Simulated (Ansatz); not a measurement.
**BH3O3 (SMILES OB(O)O): r2SCAN0/def2-SVPD**

Aim: the electronic atomisation energy of BH3O3 at r2SCAN0/def2-SVPD, from 4 runs. 

The results are computed with Ansatz 0.2.0.

54 further runs of the same task are left out: 1 that didn't finish, 53 set aside as unsound or not needed.

## Step 1: Starting point

BH3O3: 7 atoms, total charge 0, spin state singlet. SMILES: `OB(O)O`. Geometry: relaxed at PBE0-D4/def2-TZVP. This is a higher conformer, about 20 kJ/mol above the lowest found by a separate search.

Bond lengths: O1–B2 1.367 Å, B2–O3 1.360 Å, B2–O4 1.376 Å, O1–H5 0.957 Å, O3–H6 0.959 Å, O4–H7 0.957 Å. Angles: O1–B2–O3 116.5°, O1–B2–O4 125.2°, O3–B2–O4 118.3°, B2–O1–H5 115.3°, B2–O3–H6 111.6°, B2–O4–H7 115.8°.

## Step 2: A single-point energy at r2SCAN0/def2-SVPD

File job.yaml:

```yaml
crystal:
  periodic: [false, false, false]
  atoms:
    - symbol: O
      position_ang: [-1.109700, 0.802600, 0.321900]
    - symbol: B
      position_ang: [-0.012200, -0.006800, 0.228700]
    - symbol: O
      position_ang: [0.501200, -0.469300, 1.400100]
    - symbol: O
      position_ang: [0.600700, -0.381300, -0.945400]
    - symbol: H
      position_ang: [-1.457400, 1.118600, -0.511500]
    - symbol: H
      position_ang: [1.266800, -1.028200, 1.254500]
    - symbol: H
      position_ang: [0.210500, -0.035700, -1.748300]
basis:
  gaussian:
    orbitals: def2-SVPD
hamiltonian:
  xc: {name: r2SCAN0}
accuracy: high
output: {orbitals: {seedname: orbitals}}
```

The run is started by

```sh
$ ansatz run job.yaml --threads 1 --pin off --max-ram 3480MiB --events-out events.jsonl --progress --plain --runs-dir runs
```

The program printed:

```text
Warning: RAYON_NUM_THREADS=1 ignored (pool sized by the plan → 1); use --threads N
Functional definition: r2SCAN0
  name "r2SCAN0"
  parameter a = 0.25
  parameter k0 = 0.174
  parameter k1 = 0.065
  parameter a1 = 4.9479
  exchange = (1 - a)*r2scan_x(k0 = k0, k1 = k1, a1 = a1) + a*exact_x
  correlation = r2scan_c
2240 factors; integrals over basis functions are off by at most 3.4e-9 eV
mean field evaluation 1: about -6853.2453 eV, gradient 7.0e1 eV
mean field evaluation 2: about -6847.4868 eV, gradient 9.0e1 eV
mean field evaluation 4: about -6861.5775 eV, gradient 2.5e0 eV
mean field evaluation 8: about -6861.5892 eV, gradient 7.8e-2 eV
mean field evaluation 16: about -6861.5892 eV, gradient 2.5e-6 eV
mean field -6861.58916961 eV, -252.1587510309 hartree, gradient 2.5e-8 eV, S^2 0.000000; 0 other end points of the search recorded, 0 dependent functions left out
reference -6861.58917046 eV, -252.1587510620 hartree; 16, 16 occupied and 97, 97 virtual orbitals, 2240 factors
Total energy: -6861.58917046 eV, -252.1587510620 hartree
```

It took 14 s on 1 thread of Arm Neoverse V1, shared host; peak memory 0.4 GiB.

## Step 3: The B atom

File input.yaml:

```yaml
crystal:
  periodic: [false, false, false]
  atoms:
    - {symbol: B, position_ang: [0.000000, 0.000000, 0.000000]}
basis:
  gaussian: {orbitals: def2-SVPD}
accuracy: high
hamiltonian: {xc: {name: r2SCAN0}}
magnetization: {spin_polarized: true, initial_magnetization: 1}
```

Run the same way, it converges to -24.60947 Eh (log not shown).

## Step 4: The H atom

File input.yaml:

```yaml
crystal:
  periodic: [false, false, false]
  atoms:
    - symbol: H
      position_ang: [0.000000, 0.000000, 0.000000]
basis:
  gaussian:
    orbitals: def2-SVPD
magnetization:
  spin_polarized: true
  initial_magnetization: 1
hamiltonian:
  xc: {name: r2SCAN0}
accuracy: high
```

Run the same way, it converges to -0.49923 Eh (log not shown).

## Step 5: The O atom at the same level

File in.yaml:

```yaml
crystal:
  periodic: [false, false, false]
  atoms:
    - {symbol: O, position_ang: [0.000000, 0.000000, 0.000000]}
basis:
  gaussian:
    orbitals: def2-SVPD
magnetization:
  spin_polarized: true
  initial_magnetization: 2
hamiltonian:
  xc: {name: r2SCAN0}
accuracy: high
```

Run the same way, it converges to -74.96758 Eh (log not shown).

## Step 6: What came out

At r2SCAN0/def2-SVPD:

| quantity | value |
| --- | --- |
| molecule: total energy | -252.15875 Eh |
| molecule: HOMO energy | -9.62 eV |
| molecule: LUMO energy | 0.01 eV |
| molecule: HOMO–LUMO gap | 9.63 eV |
| B atom: total energy | -24.60947 Eh |
| B atom: ⟨S²⟩ | 0.757 |
| H atom: total energy | -0.49923 Eh |
| H atom: ⟨S²⟩ | 0.750 |
| O atom: total energy | -74.96758 Eh |
| O atom: ⟨S²⟩ | 2.006 |
| electronic atomisation energy | 31.262 eV |

What this shows: Taking the molecule apart into free atoms costs 31.26 eV (3016 kJ/mol), before zero-point energy and without spin-orbit coupling.
